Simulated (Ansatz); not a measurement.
**H3Sn: harmonic frequencies at the relaxed geometry in Python**

At which frequencies does H3Sn vibrate? A script is to give harmonic frequencies at the relaxed geometry; the system is H3Sn.

Program: Ansatz 0.2.0, driven from Python. Level of theory: PBE0/def2-SVP. These are calculated values, not measurements.

### 1 The structure

Bond lengths: Sn1–H2 1.722 Å, Sn1–H3 1.788 Å, Sn1–H4 1.799 Å. Angles: H2–Sn1–H3 110.6°, H2–Sn1–H4 107.1°, H3–Sn1–H4 107.9°.

The script reads h3sn.xyz:

```xyz
4

Sn    0.31510   -0.24470   -0.27250
H     1.07060    0.03410    1.25010
H    -1.17510   -1.21130   -0.06620
H    -0.15510    1.36170   -0.93170
```

### 2 The code

Contents of h3sn_freq.py:

```python
"""Harmonic frequencies of H3Sn at its relaxed geometry."""

import itertools

import ansatz as az
from ase import Atoms
from ase.data import atomic_numbers, covalent_radii
from ase.thermochemistry import IdealGasThermo
import numpy as np

params = {
    "basis_set": "def2-SVP",
    "xc": "pbe0",
}

system = az.Crystal.molecule_from_extxyz("h3sn.xyz")

calculation = (
    system.calculation()
    .basis(gaussian=params["basis_set"])  # atom-centred Gaussian functions
    .functional(params["xc"])
    .spin("collinear", total=1)
    .scf(lower_state_search="off")
)
symbols = [site.symbol for site in system.cartesian_sites]
start = np.array([site.position_ang for site in system.cartesian_sites], dtype=float)
data = calculation.relax(force_tolerance=0.003).run(threads=1, backend="cpu").report
end = np.array(data["positions_ang"])

# pairs closer than 1.2 times the sum of covalent radii, before or after
radius = [covalent_radii[atomic_numbers[s]] for s in symbols]
span = lambda where, i, j: np.linalg.norm(where[i] - where[j])
bonded = [(i, j) for i, j in itertools.combinations(range(len(symbols)), 2) if min(span(start, i, j), span(end, i, j)) < 1.2 * (radius[i] + radius[j])]
print("pair        before    after (A)")
for i, j in bonded:
    print(f"{symbols[i]}{i}-{symbols[j]}{j}".ljust(10), f"{span(start, i, j):8.4f} {span(end, i, j):8.4f}")
for first, second in list(itertools.combinations(bonded, 2)):
    shared = set(first) & set(second)
    if shared and symbols[(j := shared.pop())] != "H":
        i, k = sorted((set(first) | set(second)) - {j})
        u, v = end[i] - end[j], end[k] - end[j]
        angle = np.degrees(np.arccos(np.clip(u @ v / np.linalg.norm(u) / np.linalg.norm(v), -1, 1)))
        print(f"final angle {symbols[i]}{i}-{symbols[j]}{j}-{symbols[k]}{k}: {angle:.2f} deg")

# same settings at the minimum
minimum = az.Crystal.molecule()
for symbol, place in zip(symbols, end):
    minimum = minimum.atom(symbol, place.tolist())
vibrating = (
    minimum.calculation()
    .basis(gaussian=params["basis_set"])
    .functional(params["xc"])
    .spin("collinear", total=1)  # two spin channels
    .scf(lower_state_search="off")
    .phonons(temperatures=(200, 600, 100))
)
vib = vibrating.run(threads=1, backend="cpu").report["vibrations"]
sums = vib["harmonic_sums"]
modes = [m["omega_inv_cm"] for m in sums["modes_at_gamma"] if m["rigid_motion"] == "no"]
print("frequencies (1/cm):", " ".join(f"{w:.0f}" for w in modes))
print("imaginary modes:", sum(w < 0 for w in modes), " zero-point energy:", round(sums["zero_point_energy_ev"], 4), "eV")
# rigid rotor and ideal gas, symmetry number taken as one
gas = IdealGasThermo(vib_energies=[w / 8065.544 for w in modes if w > 0], geometry="linear" if len(modes) == 3 * len(symbols) - 5 else "nonlinear",
                     atoms=Atoms(symbols, positions=end), symmetrynumber=1, spin=0.5)
print(f"H(298 K) - E = {gas.get_enthalpy(298.15, verbose=False):.4f} eV")
print(f"S(298 K, 1 bar) = {96485.33 * gas.get_entropy(298.15, 1e5, verbose=False):.1f} J/(mol K) with symmetry number 1")
```

### 3 The input behind the calls

The engine receives this input (first run):

```yaml
crystal:
  periodic: [false, false, false]
  atoms:
    - { symbol: Sn, position_ang: [0.3151, -0.2447, -0.2725] }
    - { symbol: H, position_ang: [1.0706, 0.0341, 1.2501] }
    - { symbol: H, position_ang: [-1.1751, -1.2113, -0.0662] }
    - { symbol: H, position_ang: [-0.1551, 1.3617, -0.9317] }
basis:
  gaussian:
    orbitals: def2-SVP
hamiltonian:
  xc: pbe0
magnetization:
  spin_polarized: true
  initial_magnetization: 1.0
scf:
  lower_state_search: "off"
relax:
  f_tol: 0.003
```

### 4 The run

Command:

```bash
python h3sn_freq.py
```

Q: Predict the main results. Wanted: moves of the relaxation of run 1; energy gained in run 1; last largest force component of run 1; highest frequency; imaginary modes; zero-point energy.

**Answer**, as computed:

| quantity | value |
| --- | --- |
| runs compared | 2 |
| moves of the relaxation of run 1 | 3 |
| energy gained in run 1 | 0.061 eV |
| last largest force component of run 1 | 0.0006 eV/Å |
| highest frequency | 1900 cm⁻¹ |
| imaginary modes | 0 |
| zero-point energy | 0.478 eV |

In words: The dearest, run 2 (phonons), took some 4.2 times as long as run 1 (relaxation). Run 1: The relaxation took 3 moves; the largest shift is 0.057 Å, of atom 3 (H). All frequencies are real, so the geometry is a minimum. The values are harmonic; measured fundamentals also hold anharmonic shifts, mostly downward for stretches. Caveats:
- The frequencies are harmonic and unscaled, in a modest basis. The result belongs to the one conformer reached from this start, and soft torsions count as harmonic oscillators.
- def2 sets replace the cores of elements past krypton by effective core potentials.
- The species is open-shell (spin multiplicity 2).
- The entropy takes a symmetry number of 1; a symmetric molecule's is lower by R ln(sigma).
